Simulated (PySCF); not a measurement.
**Solver options tried on LiCa**

Do solver options change the result for LiCa, or only the number of cycles?

Computed with PySCF 2.14.0. Level: method and basis as typed in the scripts.

1 further run of the same task is left out (it didn't finish).

### Step 1. The system as given

LiCa: 2 atoms, charge 0, spin multiplicity 2.

Bond lengths: Li1–Ca2 2.875 Å.

### Step 2. Base script

File input.py:

```python
from pyscf import gto, scf

mol = gto.M(
    atom='Li 0 0 0; Ca 0 0 2.875',
    basis='cc-pvdz-dk',
    charge=0,
    spin=1,
    verbose=4,
)
mf = scf.UHF(mol)
mf = mf.sfx2c1e()
mf.kernel()
mf.dip_moment()
print('orbital energies (hartree):', [e[max(0, n-3):n+3].round(4) for e, n in zip(mf.mo_energy, mol.nelec)])
```

The run is started by

```bash
> python input.py
```

Its log is not repeated here.

It gives: E(SCF) = -687.046895 Eh, 15 cycles, ⟨S²⟩ = 0.870, μ = 0.47 D.

The bond length is a typed value, not an optimised one.

### Step 3. DIIS space 20

Run 1 changes DIIS space: default → 20.

File input.py:

```python
from pyscf import gto, scf

mol = gto.M(
    atom='Li 0 0 0; Ca 0 0 2.875',
    basis='cc-pvdz-dk',
    charge=0,
    spin=1,
    verbose=4,
)
mf = scf.UHF(mol)
mf = mf.sfx2c1e()
mf.diis_space = 20
mf.kernel()
mf.dip_moment()
print('orbital energies (hartree):', [e[max(0, n-3):n+3].round(4) for e, n in zip(mf.mo_energy, mol.nelec)])
```

The run is started by

```bash
> python input.py
```

### Step 4. DIIS space 2

Run 2 changes DIIS space: default → 2.

input.py, as its differences from that of step 2:

```diff
@@ -11,2 +11,3 @@
 mf = mf.sfx2c1e()
+mf.diis_space = 2
 mf.kernel()
```

### Step 5. Point-group symmetry on

Run 3 changes point-group symmetry: off → on.

input.py, as its differences from that of step 2:

```diff
@@ -7,2 +7,3 @@
     spin=1,
+    symmetry=True,
     verbose=4,
```

### Step 6. Damping 0.5

Run 4 changes damping: none → 0.5.

input.py, as its differences from that of step 2:

```diff
@@ -11,2 +11,4 @@
 mf = mf.sfx2c1e()
+mf.damp = 0.5
+mf.diis_start_cycle = 8
 mf.kernel()
```

### Step 7. Initial guess core

Run 5 changes initial guess: minao → core.

input.py, as its differences from that of step 2:

```diff
@@ -11,2 +11,3 @@
 mf = mf.sfx2c1e()
+mf.init_guess = 'core'
 mf.kernel()
```

### Step 8. Smearing width 0.005 hartree

Run 6 changes smearing width: none → 0.005 hartree.

input.py, as its differences from that of step 2:

```diff
@@ -11,2 +11,3 @@
 mf = mf.sfx2c1e()
+mf = scf.addons.smearing_(mf, sigma=0.005, method='fermi')
 mf.kernel()
```

Q: Predict the outcome of this session. Wanted: for each run, E(SCF); from base; gap, α spin; SCF dipole.

**Answer**, as computed:

```
                         run  E(SCF) (hartree)  from base (eV)  cycles  gap, α spin (eV)  SCF dipole (D)
                        base       -687.046895               0      15              4.74            0.47
               DIIS space 20       -687.046895          0.0000      15              4.74            0.47
                DIIS space 2       -687.046895          0.0000      21              4.74            0.47
     point-group symmetry on       -687.046895          0.0000      15              4.74            0.47
                 damping 0.5       -687.046895          0.0000      19              4.74            0.47
          initial guess core       -687.046895          0.0000      15              4.74            0.47
smearing width 0.005 hartree       -686.999093  not comparable       9               n/a            0.81
```

Distance from each run's final energy (log10 hartree) by cycle:

```
                         run  cycle 1  cycle 2  cycle 3  cycle 5  cycle 8  cycle 12
                        base     -1.9     -2.3     -2.6     -3.6     -5.5      -7.7
               DIIS space 20     -1.9     -2.3     -2.6     -3.6     -5.5      -7.9
                DIIS space 2     -1.9     -2.3     -2.6     -3.4     -5.1      -6.3
     point-group symmetry on     -1.9     -2.3     -2.6     -3.6     -5.5      -7.7
                 damping 0.5     -1.9     -2.1     -2.3     -2.5     -2.9      -5.2
          initial guess core     -1.9     -2.3     -2.6     -3.6     -5.5      -7.7
smearing width 0.005 hartree     -2.3     -2.9     -3.6     -5.4     -9.8      done
```

In words: The SCF energy stays the same, to the digits that matter, with DIIS space 20 or DIIS space 2 or point-group symmetry on or damping 0.5 or initial guess core. PySCF falls back to minao for a guess that it doesn't know or can't read, so that run repeats the base. The base needs 15 cycles and the run with DIIS space 2 needs 21.
